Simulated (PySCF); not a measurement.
# cis-Hf(NH3)2Cl4: geometry, NMR shifts and electronic excitations

Wanted: the NMR shifts and electronic excitations of cis-Hf(NH3)2Cl4 (`[NH3]->[Hf](<-[NH3])([Cl])([Cl])([Cl])[Cl]`), by calculation.

The runs use PySCF 2.14.0, with density-fitted response routines of our own; the level of theory stands in each step. All values are computed, except where a source is named. Atoms are numbered from 0 throughout.

## 1. Starting geometry

13 atoms, charge 0, multiplicity 1; geometry from: GFN2-xTB. The atoms were then displaced at random by about 0.03 Å, so the start is not that level's minimum.

Bonds of the start (Å): Hf0–N1 2.33, Hf0–Cl5 2.32, Hf0–N6 2.31, Hf0–Cl10 2.40, Hf0–Cl11 2.43, Hf0–Cl12 2.23, N1–H2 1.07, N1–H3 1.09, N1–H4 1.02, N6–H7 1.04, N6–H8 1.01, N6–H9 1.01.

## 2. Relaxing the molecule at PBE0-D3(BJ)/def2-SVP

The job: settings as JSON, then the geometry in Å.

```
{"job": {"xc": "PBE0", "basis": "def2-SVP", "d3": "d3bj", "grid": 1, "maxiter": 40, "shake": 0.03, "kind": "geom"}, "charge": 0, "multiplicity": 1}
Hf    -0.579940    -0.074470    -0.629180
N     -0.730790    -0.016940     1.691130
H     -1.791640     0.047240     1.784650
H     -0.202890     0.802150     2.173060
H     -0.411370    -0.890090     2.107620
Cl    -0.475430     0.018500    -2.947410
N      1.726580    -0.007680    -0.712590
H      1.858490    -0.058860    -1.745230
H      2.179620    -0.776290    -0.231730
H      2.129490     0.863800    -0.385690
Cl    -2.966040     0.005280    -0.436620
Cl    -0.291820     2.314860    -0.295220
Cl    -0.413630    -2.279620    -0.350580
```

The run is started by

```
$ OMP_NUM_THREADS=1 python probes_run.py task.json out
```

The driver reads the jobs from task.json and runs them one after another.

What it wrote:

```text
step   0  E = -2000.91295415  max force = 0.065125
step   1  E = -2000.93341378  max force = 0.025149
step   2  E = -2000.93577634  max force = 0.012466
step   3  E = -2000.93906595  max force = 0.004326
step   4  E = -2000.93939322  max force = 0.002077
step   5  E = -2000.93949470  max force = 0.003423
step   6  E = -2000.93960796  max force = 0.001837
step   7  E = -2000.93968313  max force = 0.002295
step   8  E = -2000.93978627  max force = 0.000829
step   9  E = -2000.93982961  max force = 0.000870
step  10  E = -2000.93978996  max force = 0.001634
step  11  E = -2000.93982392  max force = 0.001354
step  12  E = -2000.93990032  max force = 0.000596
step  13  E = -2000.93990177  max force = 0.000750
step  14  E = -2000.93989557  max force = 0.000503
step  15  E = -2000.93989217  max force = 0.000400
step  16  E = -2000.93988928  max force = 0.000377
step  17  E = -2000.93988751  max force = 0.000353
optimisation converged
```

Run time: 15 min. Hardware: 1 thread of Intel Xeon at 2.50GHz, shared host; peak memory 0.68 GiB.

Along the way: (the energy doesn't fall at every step)

```tsv
step	energy from step 0 (eV)	largest force component (eV/Å)
0	0.0000	3.3489
1	-0.5567	1.2932
2	-0.6210	0.6410
3	-0.7105	0.2225
4	-0.7194	0.1068
5	-0.7222	0.1760
6	-0.7253	0.0945
7	-0.7273	0.1180
8	-0.7301	0.0426
9	-0.7313	0.0447
10	-0.7302	0.0840
11	-0.7312	0.0696
12	-0.7332	0.0306
13	-0.7333	0.0386
14	-0.7331	0.0259
15	-0.7330	0.0206
16	-0.7329	0.0194
17	-0.7329	0.0182
```

Distances of close pairs at the start and the end, largest changes first:

```tsv
bond	before (Å)	after (Å)	change (Å)
Hf0–Cl12	2.229	2.426	+0.197
Hf0–N6	2.309	2.405	+0.096
Hf0–N1	2.326	2.406	+0.080
N1–H3	1.087	1.020	-0.067
Hf0–Cl5	2.322	2.373	+0.051
N1–H2	1.067	1.023	-0.044
Hf0–Cl10	2.395	2.374	-0.021
N6–H7	1.042	1.023	-0.020
```

The next job starts from the end point, and lists it.

```tsv
at the end point	value
point group (found at 0.08 Å tolerance)	C2
rotational constants (GHz, main isotopes)	0.801, 0.746, 0.692
dipole moment (D)	8.00
```

## 3. NMR shieldings: PBE0/def2-TZVP+pcSseg-1

The job: settings as JSON, then the geometry in Å.

```
{"job": {"kind": "nmr", "xc": "PBE0", "basis": {"default": "pcSseg-1", "Hf": "def2-TZVP"}}, "charge": 0, "multiplicity": 1}
Hf    -0.748106     0.134141    -0.751319
N     -0.649045    -0.100223     1.640748
H     -1.615694     0.025606     1.950160
H     -0.096480     0.614719     2.114284
H     -0.357151    -1.024782     1.958557
Cl    -0.440656     0.351535    -3.094670
N      1.642802    -0.103958    -0.645008
H      1.941372    -0.140480    -1.622506
H      1.980614    -0.959962    -0.205262
H      2.108090     0.702267    -0.226644
Cl    -3.092593     0.348128    -0.447302
Cl    -0.096589     2.375756    -0.096716
Cl    -0.545934    -2.274867    -0.552111
```

Method: GIAO PBE0/pcSseg-1 Hf:def2-TZVP NMR shielding, scalar relativity only through core potentials, gas phase.

What it wrote:

```text
coarse grid: 59176 points
cycle   1  E = -2001.3745314754  dE = -1.856e+01  |g| = 6.920e-01  |ddm| = 6.019e+00
cycle   2  E = -2001.3623566060  dE =  1.217e-02  |g| = 7.266e-01  |ddm| = 1.758e+00
cycle   3  E = -2001.4931580349  dE = -1.308e-01  |g| = 2.037e-01  |ddm| = 9.865e-01
cycle   4  E = -2001.5041755439  dE = -1.102e-02  |g| = 4.788e-02  |ddm| = 2.499e-01
cycle   5  E = -2001.5046199214  dE = -4.444e-04  |g| = 1.165e-02  |ddm| = 4.558e-02
cycle   6  E = -2001.5046463432  dE = -2.642e-05  |g| = 4.525e-03  |ddm| = 1.178e-02
cycle   7  E = -2001.5046508529  dE = -4.510e-06  |g| = 6.174e-04  |ddm| = 3.605e-03
final grid: 116576 points
cycle   8  E = -2001.5044991016  dE = -1.535e-07  |g| = 6.296e-04  |ddm| = 2.767e-03
cycle   9  E = -2001.5044990562  dE =  4.539e-08  |g| = 7.777e-04  |ddm| = 1.157e-03
cycle  10  E = -2001.5044991852  dE = -1.290e-07  |g| = 1.062e-04  |ddm| = 6.620e-04
cycle  11  E = -2001.5044991879  dE = -2.657e-09  |g| = 2.319e-05  |ddm| = 1.183e-04
cycle  12  E = -2001.5044991880  dE = -1.437e-10  |g| = 7.448e-06  |ddm| = 3.047e-05
converged SCF energy = -2001.5044991880

GIAO shielding tensors (ppm)
atom      isotropic    diamagn.    paramagn.     s11        s22        s33       span
  0 Hf         nan         nan         nan        nan        nan        nan        nan
  1 N      221.884     314.155     -92.271    210.301    223.778    231.574     21.272
  2 H       28.562      29.184      -0.622     22.759     26.013     36.913     14.154
  3 H       29.409      30.361      -0.952     23.767     26.870     37.590     13.823
  4 H       29.335      30.265      -0.930     23.517     26.791     37.698     14.181
  5 Cl     513.432    1149.465    -636.033    269.307    291.231    979.758    710.451
  6 N      221.805     314.133     -92.329    210.380    223.374    231.660     21.279
  7 H       28.579      29.170      -0.591     22.819     26.014     36.905     14.086
  8 H       29.477      30.347      -0.870     23.949     26.809     37.673     13.724
  9 H       29.250      30.272      -1.022     23.329     26.807     37.613     14.284
 10 Cl     513.868    1149.470    -635.602    270.816    291.037    979.750    708.934
 11 Cl     625.507    1150.485    -524.978    455.339    481.781    939.399    484.060
 12 Cl     625.308    1150.420    -525.113    451.533    480.128    944.261    492.727
```

Wall time 2.4 min (1 thread of Intel Xeon at 2.50GHz, shared host); peak memory 1.2 GiB.

Shifts follow as δ = σ(reference) − σ, with reference shieldings (ppm) from runs at the same level and on the same kind of geometry: 1H TMS 31.27, 15N NH3 265.7, 35Cl HCl 943. The references are single molecules in the gas phase, so shifts against H2O, NH3, PH3, H3PO4 or CFCl3 are not on the usual liquid scales and can be off by tens of ppm. Atoms listed in one row are averaged.

```tsv
atoms	environment	σ (ppm)	δ (ppm)
H2, H3, H4, H7, H8, H9	hydrogen on a nitrogen bonded to Hf	29.10	2.17
N1, N6	nitrogen bonded to Hf, 3 H	221.8	43.8
Cl5, Cl10	chlorine bonded to Hf	514	430
Cl11, Cl12	chlorine bonded to Hf	625	318
```

Atoms past Kr carry core potentials, so their printed shieldings have no meaning and are left out of the table.

The run also stored atomic charges by several schemes (e):

```tsv
atoms	Mulliken	ESP fit
Hf0	1.03	0.70
N1, N6	-0.47	-0.57
Cl5, Cl10	-0.33	-0.26
Cl11, Cl12	-0.39	-0.35
```

Mayer bond orders: Hf0–N1 0.35, Hf0–Cl5 1.09, Hf0–N6 0.36, Hf0–Cl10 1.09, Hf0–Cl11 0.97, Hf0–Cl12 0.98.

With diffuse functions Mulliken charges and Mayer bond orders lose their meaning; the other schemes are steadier.

Orbitals, density, ELF and potential are computed afterwards from the orbital file.

Frontier orbitals at PBE0/def2-TZVP+pcSseg-1, with the share of their density that lies nearest to each atom:

```tsv
orbital	energy (eV)	lies on
HOMO	-8.46	4 Cl atoms about 24 % each
LUMO	-1.47	Hf0 66 %; Cl5, Cl10 about 9 % each
```

ELF in a plane through or near 7 of the atoms.

Ten even steps from ' ' (0.00) to '@' (0.99):
```
                                                        
                                                        
                                                        
                                                        
                                                        
                                                        
            ....::--::..          ::::::....            
          ..::--**##**==::    ::==**##**--::..          
        ..**####**::==##++    ++##==::**####**..        
        ==@@@@@@%%**%%@@++    ++@@%%**%%@@@@@@==        
          **%%%%**++++::--####--::++++**%%%%**          
                      ==%%    %%==                      
          ::==++****--==%%====%%==--****++==::..        
      ..--**%%%%##**%%==::++++::==%%**##%%%%**--..      
      ..--**%%++##**==%%++    ++%%==####++%%**--..      
        ::**%%%%..::##%%++....++%%##::..%%%%**::        
        ..--**##%%%%%%**--    --**%%%%%%##**--..        
            ::--++++==--..    ..::==++==--::            
                ......            ......                
                                                        
```
The map spans 10.2 Å across and 10.3 Å up, centred on the molecule. Atoms in the plane (x, y in Å): Hf0 (0.0, -1.1), N1 (1.6, 0.7), H2 (2.5, 0.2), Cl5 (-1.9, -2.5), N6 (-1.6, 0.7), H7 (-2.5, 0.2), Cl10 (1.9, -2.5).

log10 of the density (e/Å³) in the same plane.

Values, 10 rows by 14 columns:
```
-4.0 -4.0 -4.0 -4.0 -4.0 -4.0 -4.0 -4.0 -4.0 -4.0 -4.0 -4.0 -4.0 -4.0
-4.0 -4.0 -4.0 -4.0 -4.0 -4.0 -4.0 -4.0 -4.0 -4.0 -4.0 -4.0 -4.0 -4.0
-4.0 -4.0 -4.0 -3.3 -2.8 -2.8 -3.3 -3.7 -3.1 -2.7 -3.0 -3.8 -4.0 -4.0
-4.0 -4.0 -3.0 -1.7 -1.0 -0.9 -1.7 -2.1 -1.4 -0.8 -1.4 -2.3 -3.6 -4.0
-4.0 -3.7 -2.1 -0.6  0.4  0.6 -0.6 -1.2 -0.1  1.4 -0.2 -1.3 -2.7 -4.0
-4.0 -3.8 -2.2 -0.8 -0.5 -0.5 -0.2  0.1 -0.4 -0.4 -0.5 -1.4 -2.8 -4.0
-4.0 -3.4 -2.1 -1.1 -0.6 -0.5  0.5  0.3 -0.1 -0.5 -0.8 -1.6 -2.6 -4.0
-4.0 -2.9 -1.6 -0.1  1.9  0.3 -0.6 -0.9 -0.2  2.6  0.2 -0.9 -2.1 -3.5
-4.0 -3.4 -2.1 -0.9 -0.3 -0.5 -1.3 -1.7 -0.9 -0.3 -0.6 -1.5 -2.5 -3.9
-3.5 -3.3 -3.2 -2.4 -2.0 -2.1 -2.6 -3.0 -2.3 -2.0 -2.2 -2.8 -3.2 -3.3
```
The map spans 10.2 Å across and 10.3 Å up, centred on the molecule. Atoms in the plane (x, y in Å): Hf0 (0.0, -1.1), N1 (1.6, 0.7), H2 (2.5, 0.2), Cl5 (-1.9, -2.5), N6 (-1.6, 0.7), H7 (-2.5, 0.2), Cl10 (1.9, -2.5).

On the surface of density 0.002 e/bohr³ the electrostatic potential runs, from the 1st to the 99th percentile, from -1.04 V near Cl11 to 2.54 V near H8.

## 4. Excited states and response: CAM-B3LYP/def2-SVPD

Settings changed since step 3:

```diff
@@ -1,2 +1,2 @@
-{"job": {"kind": "nmr", "xc": "PBE0", "basis": {"default": "pcSseg-1", "Hf": "def2-TZVP"}}, "charge": 0, "multiplicity": 1}
+{"job": {"kind": "uv", "xc": "CAM-B3LYP", "basis": "def2-SVPD", "ip": true, "nstates": 10}, "charge": 0, "multiplicity": 1}
 Hf    -0.748106     0.134141    -0.751319
```

With the program's defaults for keys left out, this is: TDDFT CAM-B3LYP/def2-SVPD, vertical, gas phase, core orbitals frozen in the response.

What it wrote:

```text
coarse grid: 59176 points
cycle   1  E = -2001.5037926735  dE = -1.264e+01  |g| = 7.305e-01  |ddm| = 1.123e+01
cycle   2  E = -2001.5457987903  dE = -4.201e-02  |g| = 6.303e-01  |ddm| = 3.705e+00
cycle   3  E = -2001.6544568177  dE = -1.087e-01  |g| = 1.400e-01  |ddm| = 1.814e+00
cycle   4  E = -2001.6596379001  dE = -5.181e-03  |g| = 3.056e-02  |ddm| = 3.762e-01
cycle   5  E = -2001.6598754689  dE = -2.376e-04  |g| = 4.648e-03  |ddm| = 6.043e-02
cycle   6  E = -2001.6598823260  dE = -6.857e-06  |g| = 1.225e-03  |ddm| = 1.444e-02
final grid: 116576 points
cycle   7  E = -2001.6597473105  dE = -5.377e-07  |g| = 9.954e-04  |ddm| = 8.207e-03
cycle   8  E = -2001.6597473166  dE = -6.125e-09  |g| = 1.007e-03  |ddm| = 4.186e-03
cycle   9  E = -2001.6597475807  dE = -2.641e-07  |g| = 1.599e-04  |ddm| = 2.341e-03
cycle  10  E = -2001.6597475882  dE = -7.451e-09  |g| = 3.032e-05  |ddm| = 4.371e-04
cycle  11  E = -2001.6597475888  dE = -6.494e-10  |g| = 8.326e-06  |ddm| = 1.225e-04
converged SCF energy = -2001.6597475888

Static polarisability (au): isotropic 119.791, principal 114.151 121.537 123.686

Singlet excitations
state   eV       nm        f      main configurations
  1   5.8459    212.1   0.00000   H->L 0.92
  2   5.9409    208.7   0.00020   H-1->L 0.89
  3   5.9679    207.8   0.00006   H-1->L+1 0.57, H-2->L 0.23, H->L+2 0.10
  4   6.1032    203.1   0.01425   H->L+1 0.77, H-1->L+2 0.11
  5   6.1220    202.5   0.00210   H->L+2 0.63, H-1->L+1 0.27
  6   6.1482    201.7   0.00634   H-2->L+1 0.80, H-4->L+1 0.10
  7   6.1603    201.3   0.00002   H-3->L+1 0.98
  8   6.2721    197.7   0.00413   H-3->L 0.37, H-2->L+2 0.31, H-1->L+2 0.26
  9   6.2740    197.6   0.00181   H-2->L+2 0.62, H-3->L 0.20, H-1->L+2 0.11
 10   6.2887    197.2   0.00219   H-2->L 0.47, H-4->L 0.43

Triplet excitations (Tamm-Dancoff, eV): 5.6750 5.6973 5.7671 5.7923
Vertical ionisation energy (delta-SCF) = 10.5935 eV
Vertical electron affinity (delta-SCF) = 0.1475 eV
```

Wall time 15 min (1 thread of Intel Xeon at 2.50GHz, shared host); peak memory 1.5 GiB.

The orbitals next to the gap, with their largest atomic shares:

```tsv
orbital	eV	atoms
HOMO−3	-10.10	Cl12 42 %, Cl11 39 %, Hf0 4 %
HOMO−2	-10.03	Cl10 28 %, Cl5 28 %, Cl12 21 %
HOMO−1	-9.90	Cl11 28 %, Cl12 24 %, Cl10 22 %
HOMO	-9.82	Cl10 25 %, Cl5 25 %, Cl11 25 %
LUMO	-0.55	Hf0 64 %, Cl5 10 %, Cl10 10 %
LUMO+1	-0.46	Hf0 66 %, Cl12 8 %, Cl11 8 %
LUMO+2	-0.29	Hf0 65 %, Cl12 9 %, Cl11 9 %
```

With each of the 10 states as a Gaussian band of 0.4 eV half-width at 1/e, the curve within the window shown has maxima at 201 nm (ε 1,200) L/(mol cm). Beyond the last state computed it falls off for lack of states. The curve at chosen wavelengths:

(nm, ε (L/mol/cm)): (188, 411), (190, 565), (192, 732), (194, 897), (196, 1041), (198, 1148), (200, 1207), (201, 1217), (203, 1197), (205, 1130), (207, 1025), (209, 896), (211, 757), (213, 618), (215, 489), (217, 376), (219, 281), (221, 205), (223, 145), (224, 121), (226, 83), (228, 56), (230, 37), (232, 24), (234, 15), (236, 9)

Leading natural transition orbitals of singlet state 4: the hole lies on Cl5, Cl10, Cl11 about 26 % each; Cl12 20 %; the particle on Hf0 68 %; Cl11, Cl12 about 7 % each.

Leading natural transition orbitals of singlet state 1: the hole lies on Cl5, Cl10 about 32 % each; Cl11, Cl12 about 17 % each; the particle on Hf0 67 %; Cl5, Cl10 about 10 % each.

Ground-state properties from the same run:

```tsv
property	computed
dipole moment (D)	7.61
polarisability (Å³)	17.75
HOMO–LUMO gap (eV)	9.27
−ε(HOMO) (eV)	9.82
```

## 5. Shielding tensors: B3LYP/def2-TZVP+pcSseg-1

Settings changed since step 4:

```diff
@@ -1,2 +1,2 @@
-{"job": {"kind": "uv", "xc": "CAM-B3LYP", "basis": "def2-SVPD", "ip": true, "nstates": 10}, "charge": 0, "multiplicity": 1}
+{"job": {"kind": "nmr", "xc": "B3LYP", "basis": {"default": "pcSseg-1", "Hf": "def2-TZVP"}, "pop": false}, "charge": 0, "multiplicity": 1}
 Hf    -0.748106     0.134141    -0.751319
```

Level: GIAO B3LYP/pcSseg-1 Hf:def2-TZVP NMR shielding, scalar relativity only through core potentials, gas phase.

What it wrote:

```text
coarse grid: 59176 points
cycle   1  E = -2002.1802379905  dE = -1.851e+01  |g| = 7.537e-01  |ddm| = 5.992e+00
cycle   2  E = -2002.1224327095  dE =  5.781e-02  |g| = 8.954e-01  |ddm| = 2.008e+00
cycle   3  E = -2002.3237099588  dE = -2.013e-01  |g| = 2.224e-01  |ddm| = 1.179e+00
cycle   4  E = -2002.3368280529  dE = -1.312e-02  |g| = 3.876e-02  |ddm| = 2.504e-01
cycle   5  E = -2002.3370468477  dE = -2.188e-04  |g| = 1.770e-02  |ddm| = 4.216e-02
cycle   6  E = -2002.3371168733  dE = -7.003e-05  |g| = 4.686e-03  |ddm| = 1.736e-02
cycle   7  E = -2002.3371218462  dE = -4.973e-06  |g| = 8.287e-04  |ddm| = 4.069e-03
final grid: 116576 points
cycle   8  E = -2002.3370653571  dE = -3.577e-07  |g| = 9.729e-04  |ddm| = 4.608e-03
cycle   9  E = -2002.3370651294  dE =  2.277e-07  |g| = 1.375e-03  |ddm| = 2.199e-03
cycle  10  E = -2002.3370655730  dE = -4.435e-07  |g| = 2.182e-04  |ddm| = 1.374e-03
cycle  11  E = -2002.3370655856  dE = -1.269e-08  |g| = 3.864e-05  |ddm| = 2.515e-04
cycle  12  E = -2002.3370655860  dE = -3.724e-10  |g| = 1.142e-05  |ddm| = 4.492e-05
converged SCF energy = -2002.3370655860

GIAO shielding tensors (ppm)
atom      isotropic    diamagn.    paramagn.     s11        s22        s33       span
  0 Hf         nan         nan         nan        nan        nan        nan        nan
  1 N      217.262     313.173     -95.912    205.030    219.078    227.677     22.647
  2 H       28.627      29.359      -0.733     23.043     26.138     36.699     13.656
  3 H       29.496      30.501      -1.005     24.049     27.049     37.390     13.340
  4 H       29.423      30.409      -0.986     23.810     26.954     37.504     13.694
  5 Cl     490.017    1149.956    -659.939    236.012    262.860    971.178    735.166
  6 N      217.178     313.149     -95.971    205.104    218.677    227.751     22.647
  7 H       28.644      29.345      -0.700     23.102     26.142     36.689     13.587
  8 H       29.566      30.486      -0.920     24.233     27.001     37.465     13.232
  9 H       29.335      30.416      -1.082     23.621     26.956     37.427     13.806
 10 Cl     490.456    1149.960    -659.504    237.539    262.618    971.212    733.673
 11 Cl     605.160    1151.011    -545.851    428.661    452.960    933.858    505.197
 12 Cl     604.791    1150.943    -546.152    424.852    451.090    938.432    513.580
```

Wall time 84 s (1 thread of Intel Xeon at 2.50GHz, shared host); peak memory 1.1 GiB.

This run: δ N1 46.3, Cl5 440, Cl11 325, H2 2.20 ppm (means over like atoms).

## 6. Comparing the runs: NMR shifts

Shifts (ppm), means over like atoms, with basis size and wall time:

```tsv
run	H2	N1	Cl5	Cl11	functions	time
PBE0/def2-TZVP+pcSseg-1	2.17	43.8	430	318	200	2.4 min
B3LYP/def2-TZVP+pcSseg-1	2.20	46.3	440	325	200	84 s
```

## 7. Summary of results

| quantity | value |
| --- | --- |
| point group | C2 |
| rotational constants (main isotopes) | 0.80, 0.75, 0.69 GHz |
| 1H shifts against TMS (PBE0/def2-TZVP+pcSseg-1, means over atoms taken as alike) | 2.17 ppm |
| 15N shifts against NH3 (PBE0/def2-TZVP+pcSseg-1, means over atoms taken as alike) | 43.8 ppm |
| 35Cl shifts against HCl (PBE0/def2-TZVP+pcSseg-1, means over atoms taken as alike) | 430, 318 ppm |
| surface potential, 1st and 99th percentile | -1.04 V and 2.54 V |
| lowest singlet (CAM-B3LYP/def2-SVPD) | 5.85 eV (212 nm), f = 0.000 |
| brightest single state of those computed | state 4, 6.10 eV, f = 0.014 |
| lowest triplet | 5.67 eV |
| vertical ionisation energy (ΔSCF) | 10.59 eV |
| vertical electron affinity (ΔSCF) | 0.15 eV |
| range of the shift of Cl5 | 430 to 440 ppm |

In words: The start was shaken at random, so part of the energy gained undoes that. Over 17 steps the energy fell by 0.733 eV; of the close pairs, Hf0–Cl12 changed most, 2.229 to 2.426 Å. At PBE0/def2-TZVP+pcSseg-1: Shielding is most anisotropic at Cl5, Cl10 (span 710 ppm, paramagnetic term -636 ppm). By nearest atom (PBE0/def2-TZVP+pcSseg-1), the HOMO sits on 4 Cl atoms about 24 % each and the LUMO on Hf0 66 %; Cl5, Cl10 about 9 % each. The lowest singlet, at 5.85 eV, is HOMO→LUMO 0.92 and is dark; of the 10 states computed, the strongest absorption comes from states 4 to 6 together at 6.10 eV. The lowest triplet lies 0.17 eV below the lowest singlet (triplets in Tamm-Dancoff, singlets in full TDDFT). Spin-orbit coupling, left out, mixes singlets and triplets in elements this heavy. ΔSCF puts the ionisation energy at 10.59 eV, 0.77 eV above −ε(HOMO). Across the 2 runs the shift of Cl5 (with its like atoms) moves most, between 430 (PBE0/def2-TZVP+pcSseg-1) and 440 ppm (B3LYP/def2-TZVP+pcSseg-1). Spin-orbit coupling is left out, which matters for shieldings and couplings at and beside the heavy atoms.
